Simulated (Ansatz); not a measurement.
**C₂H₇FGe: how energies converge with the basis set**

One table from this session's results is given with a row withheld; the runs are named, their logs left out.

Computed with Ansatz 0.2.0, Gaussian basis. Level: one geometry, several basis sets.

Plan: PBE0-D4/def2-SVP; ωB97M-V/def2-SVP; PBE0-D4/def2-QZVPP; ωB97M-V/def2-QZVPP; the functionals' def2-TZVPP values are taken from earlier runs.

### Structure used throughout

An earlier PBE0-D4 in a triple-zeta def2 set relaxation fixed the geometry.

11 atoms, charge 0, spin multiplicity 1.

Atoms are counted from 1 here; the program's logs count them from 0.

Bond lengths: F1–C2 1.388 Å, C2–C3 1.507 Å, C2–H5 1.095 Å, C2–H6 1.095 Å, C3–Ge4 1.968 Å, C3–H7 1.093 Å, C3–H8 1.094 Å, Ge4–H9 1.534 Å, Ge4–H10 1.539 Å, Ge4–H11 1.539 Å. Angles: F1–C2–C3 110.3°, F1–C2–H5 107.3°, F1–C2–H6 107.0°, C3–C2–H5 111.4°, C3–C2–H6 111.9°, H5–C2–H6 108.7°, C2–C3–Ge4 113.3°, C2–C3–H7 110.5°, C2–C3–H8 108.9°, Ge4–C3–H7 108.8°, Ge4–C3–H8 108.0°, H7–C3–H8 107.3°, C3–Ge4–H9 111.5°, C3–Ge4–H10 109.2°, C3–Ge4–H11 108.8°, H9–Ge4–H10 109.5°, H9–Ge4–H11 108.9°, H10–Ge4–H11 108.9°.

The first run:

File in.yaml:

```yaml
crystal:
  periodic: [false, false, false]
  atoms:
    - {symbol: F, position_ang: [-1.165692, 1.492235, 0.684547]}
    - {symbol: C, position_ang: [0.173428, 1.381087, 0.337521]}
    - {symbol: C, position_ang: [0.620981, -0.054338, 0.432551]}
    - {symbol: Ge, position_ang: [-0.501881, -1.289122, -0.610126]}
    - {symbol: H, position_ang: [0.278569, 1.765348, -0.682175]}
    - {symbol: H, position_ang: [0.735399, 2.030016, 1.016938]}
    - {symbol: H, position_ang: [0.631749, -0.383884, 1.474598]}
    - {symbol: H, position_ang: [1.645562, -0.131794, 0.057226]}
    - {symbol: H, position_ang: [-1.865415, -1.509581, 0.057500]}
    - {symbol: H, position_ang: [-0.709250, -0.714394, -2.023150]}
    - {symbol: H, position_ang: [0.222052, -2.642672, -0.724829]}
basis:
  gaussian: {orbitals: def2-SVP}
hamiltonian: {xc: pbe0, dispersion: d4}
output: {orbitals: {seedname: orbitals}}
```

Started as:

```bash
$ ansatz run in.yaml --threads 4 --pin off --events-out ev --progress --plain --max-ram 10444MiB
```

Steps of the session up to this table: PBE0-D4 in def2-SVP; ωB97M-V in def2-SVP; PBE0-D4 in def2-QZVPP; ωB97M-V in def2-QZVPP.

One of the session's tables, all rows but one given; the rest of the session is left out.

It belongs to the step «Functionals by basis». 

| functional | basis | HOMO (eV) | LUMO (eV) |
| --- | --- | --- | --- |
| PBE0-D4 | def2-SVP | -8.59 | 1.26 |
| PBE0-D4 | def2-TZVPP | -8.61 | 0.85 |
| PBE0-D4 | def2-QZVPP | -8.62 | 0.48 |
| ωB97M-V | def2-SVP | ? | ? |
| ωB97M-V | def2-TZVPP | -10.83 | 2.37 |
| ωB97M-V | def2-QZVPP | -10.84 | 1.72 |

**Question.** Estimate the row for ωB97M-V, def2-SVP.

As computed: HOMO (eV): -10.79; LUMO (eV): 2.99. In the column «HOMO (eV)» it lies between ωB97M-V, def2-TZVPP (-10.83) and PBE0-D4, def2-QZVPP (-8.62).
